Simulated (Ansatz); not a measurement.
**C7H12O2: vertical ionisation energy**

An exercise on one series of results from a longer session: the logs are not shown, and one member is left open.

The runs use Ansatz 0.2.0, Gaussian basis; unrestricted cation, the program's frozen cores in correlated methods.

Plan: UKS PBE-D4/def2-TZVPP; UKS r2SCAN-D4/def2-TZVPP; UKS PBE0-D4/def2-TZVPP; UKS B3LYP-D4/def2-TZVPP; UKS wB97X-V/def2-TZVPP; UKS wB97M-V/def2-TZVPP; UKS B2PLYP/def2-TZVPP; UHF-CCSD(T)/def2-TZVPP; UHF-MP2/def2-QZVPP; extrapolation to the limit; then −ε(HOMO) from the neutral's earlier runs with LDA (SPW92), PBE-D4, revPBE-D4, BLYP-D4, r2SCAN-D4, B97M-V, PBE0-D4, B3LYP-D4, r2SCANh-D4, r2SCAN0-D4, HSE06-D4, BHLYP-D4, CAM-B3LYP-D4, LC-ωPBE, ωB97X-V, ωB97M-V.

### The relaxed structure

All runs share one geometry, relaxed beforehand with PBE0-D4 in a triple-zeta def2 set.

21 atoms, charge 0, spin multiplicity 1.

Atoms are counted from 1 here; the program's logs count them from 0.

Bond lengths: C1–C2 1.513 Å, C1–H10 1.091 Å, C1–H11 1.091 Å, C1–H12 1.091 Å, C2–C3 1.503 Å, C2–H13 1.097 Å, C2–H14 1.098 Å, C3–O4 1.205 Å, C3–C5 1.522 Å, C5–C6 1.522 Å, C5–H15 1.090 Å, C5–H16 1.090 Å, C6–O7 1.205 Å, C6–C8 1.503 Å, C8–C9 1.513 Å, C8–H17 1.098 Å, C8–H18 1.097 Å, C9–H19 1.091 Å and more. Angles: C2–C1–H10 110.9°, C2–C1–H11 111.0°, C2–C1–H12 110.7°, H10–C1–H11 107.3°, H10–C1–H12 108.3°, H11–C1–H12 108.5°, C1–C2–C3 114.0°, C1–C2–H13 112.3°, C1–C2–H14 111.6°, C3–C2–H13 106.9°, C3–C2–H14 106.8°, H13–C2–H14 104.7°, C2–C3–O4 123.5°, C2–C3–C5 115.7°, O4–C3–C5 120.7°, C3–C5–C6 106.9°, C3–C5–H15 111.0°, C3–C5–H16 108.3° and more.

Set-up of the first run:

Input file in.yaml:

```yaml
crystal:
  periodic: [false, false, false]
  atoms:
    - {symbol: C, position_ang: [0.828934, 0.048682, -3.162017]}
    - {symbol: C, position_ang: [0.997982, -0.701012, -1.859200]}
    - {symbol: C, position_ang: [-0.256173, -0.784092, -1.035736]}
    - {symbol: O, position_ang: [-1.326626, -0.377783, -1.412411]}
    - {symbol: C, position_ang: [-0.092902, -1.368292, 0.360465]}
    - {symbol: C, position_ang: [0.181934, -0.202479, 1.300000]}
    - {symbol: O, position_ang: [1.304644, 0.203167, 1.466699]}
    - {symbol: C, position_ang: [-1.027803, 0.421958, 1.936011]}
    - {symbol: C, position_ang: [-0.730585, 1.685165, 2.713115]}
    - {symbol: H, position_ang: [0.522884, 1.080251, -2.980795]}
    - {symbol: H, position_ang: [0.059443, -0.413278, -3.782050]}
    - {symbol: H, position_ang: [1.764628, 0.062007, -3.723415]}
    - {symbol: H, position_ang: [1.770919, -0.256738, -1.219390]}
    - {symbol: H, position_ang: [1.335376, -1.732028, -2.027867]}
    - {symbol: H, position_ang: [0.757163, -2.049368, 0.402207]}
    - {symbol: H, position_ang: [-1.019060, -1.876528, 0.629124]}
    - {symbol: H, position_ang: [-1.482790, -0.346710, 2.574294]}
    - {symbol: H, position_ang: [-1.759680, 0.587213, 1.135260]}
    - {symbol: H, position_ang: [-0.307093, 2.452053, 2.062585]}
    - {symbol: H, position_ang: [-0.004957, 1.495556, 3.505255]}
    - {symbol: H, position_ang: [-1.640839, 2.082956, 3.164866]}
basis:
  gaussian: {orbitals: def2-TZVPP}
total_charge: 1
magnetization: {spin_polarized: true, initial_magnetization: 1}
hamiltonian: {xc: pbe, dispersion: d4}
```

Launch:

```sh
$ ansatz run in.yaml --threads 4 --pin off --events-out ev --progress --plain --max-ram 66560MiB --backend cuda --devices 0, --max-vram 37GiB
```

Steps of the session up to this table: Cation, UKS PBE-D4/def2-TZVPP; Cation, UKS r2SCAN-D4/def2-TZVPP; Cation, UKS PBE0-D4/def2-TZVPP; Cation, UKS B3LYP-D4/def2-TZVPP; Cation, UKS wB97X-V/def2-TZVPP; Cation, UKS wB97M-V/def2-TZVPP; Cation, UKS B2PLYP (frozen core)/def2-TZVPP; Cation, UHF-CCSD(T)/def2-TZVPP; Cation, UHF-MP2/def2-QZVPP.

One table of the session follows, with a row left open; its other results are not shown here.

It belongs to the step «Ionisation energies side by side». For comparison, −ε(HOMO) of the neutral from earlier runs:

| functional | −ε(HOMO) (eV) |
| --- | --- |
| LDA (SPW92) | 5.96 |
| PBE-D4 | 5.76 |
| revPBE-D4 | 5.68 |
| BLYP-D4 | 5.68 |
| r2SCAN-D4 | 6.05 |
| B97M-V | 6.22 |
| PBE0-D4 | 7.31 |
| B3LYP-D4 | 7.09 |
| r2SCANh-D4 | 6.63 |
| r2SCAN0-D4 | 7.51 |
| HSE06-D4 | ? |
| BHLYP-D4 | 8.82 |
| CAM-B3LYP-D4 | 8.77 |
| LC-ωPBE | 10.05 |
| ωB97X-V | 9.74 |
| ωB97M-V | 9.69 |

Q: Estimate the row for HSE06-D4 from the others.

The run gave: −ε(HOMO) (eV): 6.90. In the column «−ε(HOMO) (eV)» it lies between r2SCANh-D4 (6.63) and B3LYP-D4 (7.09).
